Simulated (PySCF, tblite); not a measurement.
# C5H5ClGeO2: geometry, infrared bands and NMR shifts

Aim: predict the infrared bands and NMR shifts of C5H5ClGeO2 (`O=[C]1C=C(Cl)C(=O)[CH2][GeH2]1`).

Programs: tblite 0.8.0 and PySCF 2.14.0, with density-fitted response routines of our own. Each step states its level of theory. These are calculated values for one molecule in the gas phase, unless marked as measured. Atoms count from 0, in the outputs and in this text.

### 1 The molecule as given

14 atoms, charge 0, multiplicity 1; geometry from: force field or distance geometry start.

Bonds of the start (Å): O0–C1 1.27, C1–C2 1.47, C2–C3 1.32, C3–Cl4 1.78, C3–C5 1.44, C5–O6 1.27, C5–C7 1.46, C7–Ge8 1.92, Ge8–C1 1.92, C2–H9 1.09, C7–H10 1.10, C7–H11 1.12, Ge8–H12 1.57, Ge8–H13 1.55.

### 2 Optimising the geometry with GFN2-xTB

Job settings and geometry (Å):

```
{"job": {"kind": "relax", "xc": "GFN2-xTB", "basis": "xTB"}, "charge": 0, "multiplicity": 1}
O     -0.039000     2.767700    -0.557000
C      0.045500     1.594000    -0.085200
C      1.373400     0.991600     0.112700
C      1.508400    -0.300200    -0.129700
Cl     3.150700    -0.930600     0.142200
C      0.449100    -1.185500    -0.549200
O      0.728100    -2.007000    -1.480500
C     -0.911200    -1.223800    -0.011000
Ge    -1.488900     0.559300     0.417200
H      2.212500     1.604300     0.434500
H     -0.944100    -1.832900     0.901700
H     -1.590800    -1.631400    -0.807400
H     -1.749200     0.593300     1.962400
H     -2.745300     1.000600    -0.372800
```

On the command line:

```bash
$ OMP_NUM_THREADS=1 python probes_run.py task.json out
```

This one command runs all jobs of the session in turn.

**Question.** This job is followed by: GFN2-xTB harmonic vibrations, gas phase; GIAO PBE0/pcSseg-1 NMR shielding, non-relativistic, gas phase. Predict these results of the whole session: strongest single infrared mode (GFN2-xTB); zero-point energy (GFN2-xTB); 13C shifts against TMS (PBE0/pcSseg-1); 1H shifts against TMS (PBE0/pcSseg-1, means over atoms taken as alike); 17O shifts against H2O (PBE0/pcSseg-1); 35Cl shifts against HCl (PBE0/pcSseg-1); 73Ge shifts against GeMe4 (PBE0/pcSseg-1); surface potential, 1st and 99th percentile.

As calculated:

| quantity | value |
| --- | --- |
| strongest single infrared mode (GFN2-xTB) | 2020 cm⁻¹, 386 km/mol |
| zero-point energy (GFN2-xTB) | 50.8 kcal/mol |
| 13C shifts against TMS (PBE0/pcSseg-1) | 218.0, 200.3, 171.0, 143.7, 40.4 ppm |
| 1H shifts against TMS (PBE0/pcSseg-1, means over atoms taken as alike) | 6.68, 4.50, 3.01 ppm |
| 17O shifts against H2O (PBE0/pcSseg-1) | 834.7, 665.2 ppm |
| 35Cl shifts against HCl (PBE0/pcSseg-1) | 299 ppm |
| 73Ge shifts against GeMe4 (PBE0/pcSseg-1) | -187 ppm |
| surface potential, 1st and 99th percentile | -1.38 V and 1.47 V |

In words: The optimisation took 97 steps and gained 0.874 eV; among the close pairs (by a distance rule), C1–Ge8 changed most, from 1.918 to 2.010 Å. No mode is imaginary among the 36: a minimum at this level. The strongest single mode, at 2020 cm⁻¹, moves mainly H13. GFN2-xTB is a fitted tight-binding method: band positions and strengths are rough. Its intensities can rank the bands wrongly. H9 (hydrogen on a β carbon of a C=C–C=O unit) lies farthest downfield among hydrogen, at 6.68 ppm; olefinic region. At PBE0/pcSseg-1: Shielding is most anisotropic at O0 (span 1745 ppm, paramagnetic term -898 ppm). At PBE0/pcSseg-1, counted by nearest atom on the grid, the HOMO lies on O0 52 %; C1 14 %, the LUMO on C3 24 %; C1 18 %. Spin-orbit coupling is left out, which matters for shieldings and couplings at and beside the heavy atoms.
